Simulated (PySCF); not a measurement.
# CH8B2NP (SMILES BPBNC) at 6 levels

Aim: a comparison of 6 runs (HF/3-21G, B3LYP/6-31G*, B2PLYP/pcseg-1, PBE0/def2-SVP, MP2/def2-SVP) of CH8B2NP. The job is set up through a Python script.

The calculation is run with PySCF 2.14.0.

### 1 Starting point

CH8B2NP has 13 atoms, charge 0, and is taken as a singlet. SMILES: `BPBNC`. Geometry: relaxed at GFN2-xTB. This is one conformer, not always the lowest.

Bond lengths: B1–P2 1.807 Å, P2–B3 1.873 Å, B3–N4 1.380 Å, N4–C5 1.444 Å, B1–H6 1.174 Å, B1–H7 1.169 Å, P2–H8 1.376 Å, B3–H9 1.171 Å, N4–H10 1.011 Å, C5–H11 1.093 Å, C5–H12 1.087 Å, C5–H13 1.093 Å. Some angles: B1–P2–B3 114.0°, P2–B3–N4 119.0°, B3–N4–C5 127.9°, B1–P2–H8 108.7°, B3–P2–H8 106.5°, P2–B1–H6 118.9°, P2–B1–H7 120.8°, P2–B3–H9 120.9°, N4–B3–H9 120.1°, B3–N4–H10 120.0°.

### 2 Energy and forces at HF/3-21G (run 1)

File calc.py:

```python
from pyscf import gto, scf

molecule = gto.Mole()
molecule.atom = [
    ('B', (-0.848500, 1.738240, 1.799520)),
    ('P', (-1.746610, 0.639960, 0.680240)),
    ('B', (-0.670260, -0.162960, -0.625970)),
    ('N', (0.543050, -0.704280, -0.251940)),
    ('C', (1.501520, -1.392510, -1.084330)),
    ('H', (0.180150, 1.381910, 2.238310)),
    ('H', (-1.333270, 2.731980, 2.180090)),
    ('H', (-2.693930, 1.376020, 0.006320)),
    ('H', (-1.033820, -0.248270, -1.735370)),
    ('H', (0.848700, -0.642180, 0.709740)),
    ('H', (1.649310, -2.419710, -0.741050)),
    ('H', (1.135720, -1.416000, -2.107760)),
    ('H', (2.467930, -0.882180, -1.067820)),
]
molecule.max_memory = 1860
molecule.verbose = 4
molecule.charge = 0
molecule.basis = '3-21g'
molecule.build()

mf = scf.RHF(molecule)
mf.conv_tol = 1e-10
mf.kernel()
if not mf.converged:
    mf = mf.newton().run(mf.mo_coeff, mf.mo_occ)

etot = mf.e_tot
print('Final energy', etot)
grad = mf.nuc_grad_method().kernel()
dip = mf.dip_moment()
pop, q = mf.mulliken_pop()
```

The run is started by

```
$ OMP_NUM_THREADS=1 python calc.py
```

Output:

```text
PySCF version 2.14.0

[... 69 lines left out ...]
converged SCF energy = -484.547209600406
Final energy -484.5472096004063
[... 11 lines left out ...]
Dipole moment(X, Y, Z, Debye):  2.23283, -0.82129, -0.91185
[... 79 lines left out ...]
charge of   12H =      0.20440
```

It took 5.4 s on 1 thread of Intel Xeon at 2.70GHz, shared host; peak memory 0.13 GiB.

### 3 Energy and gradient at B3LYP/6-31G(d) (spherical functions) (run 2)

File run.py:

```python
import pyscf.grad
from pyscf import gto, dft

mol = gto.M(
    atom='''
B     -1.603433     3.284798     3.400600
P     -3.300615     1.209349     1.285467
B     -1.266608    -0.307950    -1.182912
N      1.026216    -1.330896    -0.476098
C      2.837462    -2.631463    -2.049087
H      0.340434     2.611431     4.229793
H     -2.519515     5.162694     4.119773
H     -5.090790     2.600301     0.011943
H     -1.953637    -0.469162    -3.279374
H      1.603811    -1.213544     1.341214
H      3.116744    -4.572589    -1.400382
H      2.146200    -2.675852    -3.983089
H      4.663712    -1.667079    -2.017887
''',
    verbose=4,
    max_memory=1860,
    basis='6-31g*',
    unit='bohr',
)

myscf = dft.RKS(mol)
myscf.xc = 'b3lyp'
myscf.conv_tol = 1e-10
myscf.grids.level = 5
myscf.kernel()
if not myscf.converged:
    myscf = myscf.newton().run(myscf.mo_coeff, myscf.mo_occ)

e_final = myscf.e_tot
print(f'total energy: {e_final:.8f} hartree')
grad = myscf.Gradients().kernel()
myscf.analyze()
```

The run is started by

```
$ OMP_NUM_THREADS=1 python run.py
```

Output:

```text
PySCF version 2.14.0

[... 110 lines left out ...]
MO #5   energy= -6.73550714115821  occ= 2
[... 16 lines left out ...]
MO #22  energy= -0.290157234039575 occ= 2
[... 16 lines left out ...]
MO #39  energy= 0.329902752202142  occ= 0
[... 16 lines left out ...]
MO #56  energy= 0.826917191255242  occ= 0
[... 16 lines left out ...]
MO #73  energy= 1.4397597142714    occ= 0
[... 16 lines left out ...]
MO #90  energy= 2.80215506697636   occ= 0
[... 106 lines left out ...]
Dipole moment(X, Y, Z, Debye):  1.85236, -1.18626, -0.83280
```

Run time: 71 s. Hardware: 1 thread of Intel Xeon at 2.70GHz, shared host; peak memory 0.93 GiB.

### 4 Energy and gradient at B3LYP/6-31G(d) (Cartesian functions) (run 3)

File mol.xyz:

```xyz
13

B     -0.848500     1.738240     1.799520
P     -1.746610     0.639960     0.680240
B     -0.670260    -0.162960    -0.625970
N      0.543050    -0.704280    -0.251940
C      1.501520    -1.392510    -1.084330
H      0.180150     1.381910     2.238310
H     -1.333270     2.731980     2.180090
H     -2.693930     1.376020     0.006320
H     -1.033820    -0.248270    -1.735370
H      0.848700    -0.642180     0.709740
H      1.649310    -2.419710    -0.741050
H      1.135720    -1.416000    -2.107760
H      2.467930    -0.882180    -1.067820
```

File job.py:

```python
import pyscf.grad
from pyscf import gto, dft

system = gto.M(
    atom='mol.xyz',
    max_memory=1860,
    basis='6-31g*',
    verbose=3,
    cart=True,
    charge=0,
)

ks = dft.RKS(system)
ks.xc = 'b3lyp'
ks.conv_tol = 1e-10
ks.grids.level = 5
ks.kernel()
if not ks.converged:
    ks = ks.newton().run(ks.mo_coeff, ks.mo_occ)

e_tot = ks.e_tot
print('Final energy', e_tot)
grad = ks.Gradients().kernel()
dip = ks.dip_moment()
pop, q = ks.mulliken_pop()
```

The run is started by

```
$ OMP_NUM_THREADS=1 python job.py
```

Output:

```text
converged SCF energy = -488.753474266641
Final energy -488.7534742666413
[... 8 lines left out ...]
Dipole moment(X, Y, Z, Debye):  1.85052, -1.18371, -0.83593
[... 109 lines left out ...]
charge of   12H =      0.15583
```

Run time: 73 s. Hardware: 1 thread of Intel Xeon at 2.70GHz, shared host; peak memory 0.98 GiB.

Runs 4 to 5 aren't shown in full; the table further down has their settings and results.

### 5 Energy and forces at MP2/def2-SVP (run 6)

File run.py:

```python
# BPBNC
import pyscf.grad
from pyscf import gto, mp

mol = gto.M(
    atom='''
B     -1.603433     3.284798     3.400600
P     -3.300615     1.209349     1.285467
B     -1.266608    -0.307950    -1.182912
N      1.026216    -1.330896    -0.476098
C      2.837462    -2.631463    -2.049087
H      0.340434     2.611431     4.229793
H     -2.519515     5.162694     4.119773
H     -5.090790     2.600301     0.011943
H     -1.953637    -0.469162    -3.279374
H      1.603811    -1.213544     1.341214
H      3.116744    -4.572589    -1.400382
H      2.146200    -2.675852    -3.983089
H      4.663712    -1.667079    -2.017887
''',
    max_memory=1860,
    unit='bohr',
    verbose=3,
    basis='def2-svp',
    spin=0,
)

mf = mol.RHF()
mf.conv_tol = 1e-10
mf.kernel()
if not mf.converged:
    mf = mf.newton().run(mf.mo_coeff, mf.mo_occ)

pt = mp.MP2(mf, frozen=9).run()
e_final = pt.e_tot
print(f'total energy: {e_final:.8f} hartree')
grad = pt.Gradients().kernel()
mf.analyze()
```

The run is started by

```
$ OMP_NUM_THREADS=1 python run.py
```

Output:

```text
converged SCF energy = -486.889924756121
[... 25 lines left out ...]
MO #14  energy= -0.663486676366717 occ= 2
[... 19 lines left out ...]
MO #34  energy= 0.310344256547969  occ= 0
[... 19 lines left out ...]
MO #54  energy= 0.870049629720434  occ= 0
[... 19 lines left out ...]
MO #74  energy= 1.45408058117413   occ= 0
[... 19 lines left out ...]
MO #94  energy= 2.20816307942348   occ= 0
[... 19 lines left out ...]
MO #114 energy= 3.75628297812271   occ= 0
[... 14 lines left out ...]
Dipole moment(X, Y, Z, Debye):  1.81384, -0.85026, -0.77060
```

Wall time 55 s (1 thread of Intel Xeon at 2.70GHz, shared host); peak memory 1 GiB.

### 6 All runs side by side

```
run                               level  integration grid  Cartesian functions  energy (Eh)  dipole moment (D) of the reference  HOMO energy (eV)  LUMO energy (eV)  wall time
  1                            HF/3-21G                 –                   no  -484.547210                                2.55             -9.01              2.52      5.4 s
  2  B3LYP/6-31G* (spherical functions)                 5                   no  -488.748350                                2.35             -6.36             -1.11       71 s
  3  B3LYP/6-31G* (Cartesian functions)                 5                  yes  -488.753474                                2.35             -6.36             -1.11       73 s
  4                      B2PLYP/pcseg-1                 5                   no  -488.380089                                2.33             -7.57              0.02       63 s
  5                       PBE0/def2-SVP                 5                   no  -488.211397                                2.37             -6.72             -1.20       92 s
  6                        MP2/def2-SVP                 –                   no  -487.495040                                2.15             -8.95              2.32       55 s
```

### 7 Outcome

| quantity | value |
| --- | --- |
| run 6: total energy | -487.49504 Eh |
| run 6: dipole moment (Hartree–Fock density) | 2.15 D |
| run 6: HOMO energy (Hartree–Fock orbitals) | -8.95 eV |
| run 6: LUMO energy (Hartree–Fock orbitals) | 2.32 eV |
| run 6: HOMO–LUMO gap (Hartree–Fock orbitals) | 11.27 eV |
| run 6: correlation energy (9 core orbitals frozen) | -605.1 mEh |
| run 6: largest force on an atom | 0.906 eV/Å |

**Reading.** Over runs 1, 2, 3, 4, 5 the dipole moment (its size) runs from 2.33 D (B2PLYP/pcseg-1) to 2.55 D (HF/3-21G). The two ends differ in method and basis. A double hybrid's value is that of its SCF part. Over runs 1, 2, 3, 4, 5 the HOMO–LUMO gap runs from 5.25 eV (B3LYP/6-31G*) to 11.53 eV (HF/3-21G). Totals of different functionals can't be ranked against each other. All runs together took 6 min, the longest 92 s.
